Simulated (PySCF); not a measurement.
# C6H4OSe: the cost of one run

Programs: PySCF 2.14.0, with routines of our own; each step states its level. All values are computed. Atoms count from 0.

## 1. The system as given

12 atoms, charge 0, multiplicity 1; geometry from: GFN2-xTB.

## 2. Vibronic structure: TDDFT B3LYP/def2-SVP

Job settings and geometry (Å):

```
{"job": {"kind": "vib", "xc": "B3LYP", "basis": "def2-SVP", "tda": false}, "charge": 0, "multiplicity": 1}
C      3.298368    -0.990483     0.172357
C      2.126635    -0.718953     0.183187
C      0.761826    -0.416128     0.219114
C      0.108282     0.502589    -0.551129
C     -1.283690     0.606747    -0.296029
O     -2.037231     1.489657    -0.999408
C     -1.752376    -0.227268     0.677087
Se    -0.413151    -1.284144     1.408042
H      4.322247    -1.215808     0.147421
H      0.595745     1.105908    -1.296262
H     -2.954670     1.447493    -0.706953
H     -2.770785    -0.300297     1.016544
```

Method: TDDFT B3LYP/def2-SVP vertical-gradient vibronic structure (displaced harmonic oscillators, Condon), gas phase.

Run with:

```bash
> OMP_NUM_THREADS=1 python excited_run.py task.json out
```

The driver reads the jobs from task.json and runs them one after another.

Q: Estimate the wall time and peak memory of this first job on 1 thread of Arm Neoverse V2, shared host.

About 37 s, with a peak of 0.83 GiB.
